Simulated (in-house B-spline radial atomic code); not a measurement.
# Ru¹¹⁺: excited configurations

How much energy does it take to promote electrons of Ru¹¹⁺ to other shells? Each configuration is solved by itself and compared with the reference.

Method: Dirac-Hartree-Fock, average of configuration, Fermi nucleus, basis-set limit. Code: in-house B-spline radial atomic code version 1.

## 1. The atom as given

* element: ruthenium (Z = 44)
* charge: +11
* electrons: 33
* configuration: [Ar] 3d10 4s2 4p3
* Hamiltonian: Dirac-Coulomb
* nucleus: Fermi, rms radius 4.481 fm

The outer shells:

[Ar] 3d10 4s2 4p3
```
[Ar] core
3d [↑↓][↑↓][↑↓][↑↓][↑↓]
4s [↑↓]
4p [↑ ][↑ ][↑ ]
```

The boxes draw the filling by Hund's rule, which heavy ions in jj coupling don't follow; these runs average over all states of the configuration.

Settings of the run:

```ini
Z = 44
electrons = 33.0
configuration = [Ar] 3d10 4s2 4p3
hamiltonian = dirac
method = hf
spin_polarised = False
nucleus = fermi
rms_radius = 4.4809
mass_number = 102
atomic_mass = 101.904340312
speed_of_light = 137.035999084
```

The reference is known from an earlier run: -4491.433157 hartree in all. Up to eight levels, counted from the top:

| orbital | occupation | energy (eV) | <r> (bohr) |
| --- | --- | --- | --- |
| 3s1/2 | 2 | -828.79 | 0.3980 |
| 3p1/2 | 2 | -726.47 | 0.3922 |
| 3p3/2 | 4 | -703.09 | 0.4021 |
| 3d3/2 | 4 | -524.53 | 0.3771 |
| 3d5/2 | 6 | -520.02 | 0.3804 |
| 4s1/2 | 2 | -281.42 | 0.9335 |
| 4p1/2 | 1 | -248.74 | 0.9725 |
| 4p3/2 | 2 | -244.08 | 0.9900 |

## 2. Run with [Ar] 3d10 4s2 4p2 6g1

Changes to the settings of step 1:

```diff
@@ -2,3 +2,3 @@
 electrons = 33.0
-configuration = [Ar] 3d10 4s2 4p3
+configuration = [Ar] 3d10 4s2 4p2 6g1
 hamiltonian = dirac
```

The program writes no log. Results of the run, from its result record (rounded, main fields):

```text
status: converged
iterations: 9
energy [hartree]: {"total": -4484.44412976, "kinetic": 4669.14784928, "nuclear": -10559.8861721, "coulomb": 1529.34191991, "exact_exchange": -123.047726816}
breit [hartree]: {"gaunt": 3.14543, "retardation": -0.3130091, "frequency_dependence": -0.02149531}
qed [hartree]: {"self_energy": 2.131442, "uehling": -0.2520848, "wichmann_kroll": 0.004136004}
recoil [hartree]: 0.01695638
total_with_corrections [hartree]: -4479.7327541
orbitals [hartree, bohr; first row names the columns]:
  - ["name", "occ", "eps", "<r>"]
  - ["1s1/2", 2.0, -826.8442, 0.033426]
  - ["2s1/2", 2.0, -129.49709, 0.14494]
  - ["2p1/2", 2.0, -119.97724, 0.12364]
  - ["2p3/2", 4.0, -115.13332, 0.12835]
  - ["3s1/2", 2.0, -31.167588, 0.3976]
  - ["3p1/2", 2.0, -27.403232, 0.3917]
  - ["3p3/2", 4.0, -26.541857, 0.40157]
  - ["3d3/2", 4.0, -19.994052, 0.3761]
  - ["3d5/2", 6.0, -19.827522, 0.37936]
  - ["4s1/2", 2.0, -10.80941, 0.92283]
  - ["4p1/2", 0.66667, -9.6612384, 0.9583]
  - ["4p3/2", 1.3333, -9.4850309, 0.9751]
  - ["6g7/2", 0.44444, -2.0228831, 3.5954]
  - ["6g9/2", 0.55556, -2.0227871, 3.5957]
sum_r [bohr^k]: {"-1": 239.999, "1": 15.46304, "2": 21.96103}
energy_minus_base [hartree]: 6.98902723
energy_minus_base_with_corrections [hartree]: 6.98446612
```

Wall time 1.9 s (1 thread, shared host).

energy_minus_base is the energy less that of the reference run.

## 3. Configuration [Ar] 3d10 4s1 4p3 8f1

Changes to the settings of step 2:

```diff
@@ -2,3 +2,3 @@
 electrons = 33.0
-configuration = [Ar] 3d10 4s2 4p2 6g1
+configuration = [Ar] 3d10 4s1 4p3 8f1
 hamiltonian = dirac
```

From the record:

```text
status: converged
iterations: 9
energy [hartree]: {"total": -4482.30227144, "kinetic": 4666.65010587, "nuclear": -10549.6294222, "coulomb": 1523.05119351, "exact_exchange": -122.3741486}
breit [hartree]: {"gaunt": 3.146914, "retardation": -0.3136584, "frequency_dependence": -0.02162601}
qed [hartree]: {"self_energy": 2.127127, "uehling": -0.2515941, "wichmann_kroll": 0.004128045}
recoil [hartree]: 0.01692337
total_with_corrections [hartree]: -4477.59405698
orbitals [hartree, bohr; first row names the columns]:
  - ["name", "occ", "eps", "<r>"]
  - ["1s1/2", 2.0, -827.01409, 0.033426]
  - ["2s1/2", 2.0, -129.66215, 0.14496]
  - ["2p1/2", 2.0, -120.15614, 0.12363]
  - ["2p3/2", 4.0, -115.31244, 0.12835]
  - ["3s1/2", 2.0, -31.324984, 0.39828]
  - ["3p1/2", 2.0, -27.58875, 0.39158]
  - ["3p3/2", 4.0, -26.727202, 0.40143]
  - ["3d3/2", 4.0, -20.176879, 0.37606]
  - ["3d5/2", 6.0, -20.010272, 0.3793]
  - ["4s1/2", 1.0, -11.088023, 0.92044]
  - ["4p1/2", 1.0, -9.7591868, 0.95867]
  - ["4p3/2", 2.0, -9.581768, 0.97574]
  - ["8f5/2", 0.42857, -1.1946533, 7.0204]
  - ["8f7/2", 0.57143, -1.1944442, 7.0218]
sum_r [bohr^k]: {"-1": 239.7659, "1": 18.93478, "2": 63.11058}
energy_minus_base [hartree]: 9.13088555
energy_minus_base_with_corrections [hartree]: 9.12316324
```

Wall time 1.9 s (1 thread, shared host).

## 4. Run with [Ne] 3s2 3p5 3d10 4s2 4p3 5d1

Changes to the settings of step 3:

```diff
@@ -2,3 +2,3 @@
 electrons = 33.0
-configuration = [Ar] 3d10 4s1 4p3 8f1
+configuration = [Ne] 3s2 3p5 3d10 4s2 4p3 5d1
 hamiltonian = dirac
```

From the record:

```text
status: converged
iterations: 9
energy [hartree]: {"total": -4469.48774987, "kinetic": 4653.67777082, "nuclear": -10512.6187041, "coulomb": 1509.1568552, "exact_exchange": -119.703671799}
breit [hartree]: {"gaunt": 3.122505, "retardation": -0.3097928, "frequency_dependence": -0.02117506}
qed [hartree]: {"self_energy": 2.131897, "uehling": -0.2522056, "wichmann_kroll": 0.004137895}
recoil [hartree]: 0.01694093
total_with_corrections [hartree]: -4464.79544226
orbitals [hartree, bohr; first row names the columns]:
  - ["name", "occ", "eps", "<r>"]
  - ["1s1/2", 2.0, -827.87978, 0.033423]
  - ["2s1/2", 2.0, -130.31673, 0.14486]
  - ["2p1/2", 2.0, -120.81358, 0.1237]
  - ["2p3/2", 4.0, -115.96371, 0.12842]
  - ["3s1/2", 2.0, -31.518153, 0.39551]
  - ["3p1/2", 1.6667, -27.925238, 0.38793]
  - ["3p3/2", 3.3333, -27.054184, 0.39754]
  - ["3d3/2", 4.0, -20.493624, 0.37152]
  - ["3d5/2", 6.0, -20.324821, 0.37464]
  - ["4s1/2", 2.0, -10.909995, 0.91094]
  - ["4p1/2", 1.0, -9.6787104, 0.94578]
  - ["4p3/2", 2.0, -9.4943491, 0.96257]
  - ["5d3/2", 0.4, -3.9964374, 2.0441]
  - ["5d5/2", 0.6, -3.9852731, 2.0503]
sum_r [bohr^k]: {"-1": 238.9248, "1": 14.35485, "2": 12.74954}
energy_minus_base [hartree]: 21.9454071
energy_minus_base_with_corrections [hartree]: 21.921778
```

It took 1.6 s on 1 thread, shared host.

## 5. Configuration [Ar] 3d9 4s2 4p3 6d1

Changes to the settings of step 4:

```diff
@@ -2,3 +2,3 @@
 electrons = 33.0
-configuration = [Ne] 3s2 3p5 3d10 4s2 4p3 5d1
+configuration = [Ar] 3d9 4s2 4p3 6d1
 hamiltonian = dirac
```

From the record:

```text
status: converged
iterations: 9
energy [hartree]: {"total": -4475.07047491, "kinetic": 4660.22866766, "nuclear": -10516.9819824, "coulomb": 1502.02256919, "exact_exchange": -120.339729359}
breit [hartree]: {"gaunt": 3.145089, "retardation": -0.3133724, "frequency_dependence": -0.02165232}
qed [hartree]: {"self_energy": 2.132896, "uehling": -0.2522072, "wichmann_kroll": 0.00413804}
recoil [hartree]: 0.0169779
total_with_corrections [hartree]: -4470.35860594
orbitals [hartree, bohr; first row names the columns]:
  - ["name", "occ", "eps", "<r>"]
  - ["1s1/2", 2.0, -827.87257, 0.033427]
  - ["2s1/2", 2.0, -130.59904, 0.14489]
  - ["2p1/2", 2.0, -121.07586, 0.12358]
  - ["2p3/2", 4.0, -116.23188, 0.12828]
  - ["3s1/2", 2.0, -31.88878, 0.39487]
  - ["3p1/2", 2.0, -28.116858, 0.38836]
  - ["3p3/2", 4.0, -27.239879, 0.39803]
  - ["3d3/2", 3.6, -20.814734, 0.3705]
  - ["3d5/2", 5.4, -20.644245, 0.37362]
  - ["4s1/2", 2.0, -11.089865, 0.90907]
  - ["4p1/2", 1.0, -9.8594022, 0.94231]
  - ["4p3/2", 2.0, -9.6742261, 0.9589]
  - ["6d3/2", 0.4, -2.5982528, 3.2458]
  - ["6d5/2", 0.6, -2.5924988, 3.2535]
sum_r [bohr^k]: {"-1": 239.0239, "1": 15.55555, "2": 19.87977}
energy_minus_base [hartree]: 16.3626821
energy_minus_base_with_corrections [hartree]: 16.3586143
```

It took 1.6 s on 1 thread, shared host.

## 6. Configuration [Ne] 3s2 3p5 3d10 4s2 4p3 5s1

Changes to the settings of step 5:

```diff
@@ -2,3 +2,3 @@
 electrons = 33.0
-configuration = [Ar] 3d9 4s2 4p3 6d1
+configuration = [Ne] 3s2 3p5 3d10 4s2 4p3 5s1
 hamiltonian = dirac
```

From the record:

```text
status: converged
iterations: 9
energy [hartree]: {"total": -4470.79721297, "kinetic": 4655.17810225, "nuclear": -10517.8071884, "coulomb": 1511.59717084, "exact_exchange": -119.765297646}
breit [hartree]: {"gaunt": 3.123657, "retardation": -0.3098446, "frequency_dependence": -0.0211627}
qed [hartree]: {"self_energy": 2.133444, "uehling": -0.252374, "wichmann_kroll": 0.004140636}
recoil [hartree]: 0.01695151
total_with_corrections [hartree]: -4466.10240092
orbitals [hartree, bohr; first row names the columns]:
  - ["name", "occ", "eps", "<r>"]
  - ["1s1/2", 2.0, -827.7897, 0.033423]
  - ["2s1/2", 2.0, -130.24598, 0.14485]
  - ["2p1/2", 2.0, -120.73703, 0.1237]
  - ["2p3/2", 4.0, -115.88746, 0.12842]
  - ["3s1/2", 2.0, -31.449884, 0.39539]
  - ["3p1/2", 1.6667, -27.850623, 0.38792]
  - ["3p3/2", 3.3333, -26.979511, 0.39753]
  - ["3d3/2", 4.0, -20.416432, 0.37156]
  - ["3d5/2", 6.0, -20.247609, 0.37468]
  - ["4s1/2", 2.0, -10.853357, 0.91079]
  - ["4p1/2", 1.0, -9.6101793, 0.94728]
  - ["4p3/2", 2.0, -9.4263568, 0.96432]
  - ["5s1/2", 1.0, -5.2999229, 1.7337]
sum_r [bohr^k]: {"-1": 239.0427, "1": 14.04557, "2": 11.38506}
energy_minus_base [hartree]: 20.635944
energy_minus_base_with_corrections [hartree]: 20.6148193
```

Run time: 1.5 s. Hardware: 1 thread, shared host.

## 7. The excitation energies

| net move | configuration | energy above the reference (eV) | with Breit, QED, recoil (eV) | largest <r> (bohr) |
| --- | --- | --- | --- | --- |
| 4p → 6g | [Ar] 3d10 4s2 4p2 6g1 | 190.18 | 190.06 | 3.60 |
| 4s → 8f | [Ar] 3d10 4s1 4p3 8f1 | 248.46 | 248.25 | 7.02 |
| 3d → 6d | [Ar] 3d9 4s2 4p3 6d1 | 445.25 | 445.14 | 3.25 |
| 3p → 5s | [Ne] 3s2 3p5 3d10 4s2 4p3 5s1 | 561.53 | 560.96 | 1.73 |
| 3p → 5d | [Ne] 3s2 3p5 3d10 4s2 4p3 5d1 | 597.16 | 596.52 | 2.05 |

Quantum defects of the promoted electron, δ = n − ζ/√(−2ε) with ζ = 12 and ε its orbital energy in hartree:

| promotion | δ |
| --- | --- |
| 4p → 6g | 0.034 |
| 4s → 8f | 0.236 |
| 3d → 6d | 0.732 |
| 3p → 5s | 1.314 |
| 3p → 5d | 0.752 |

The lowest of them is 4p → 6g at 190.18 eV and the highest 3p → 5d at 597.16 eV. Koopmans' estimate of the ionisation threshold is 244.08 eV; 3 configurations exceed it by over 2 % and could autoionise. Of those tabulated, the defect is largest for 5s (1.31) and least for 6g (0.03): low angular momentum penetrates the core, high angular momentum stays outside it. Two partly filled shells share a symmetry and can mix in the average, which may lower the energy, for: 3d → 6d; 3p → 5s; 3p → 5d. These are averages over configurations, without correlation, not spectroscopic levels.
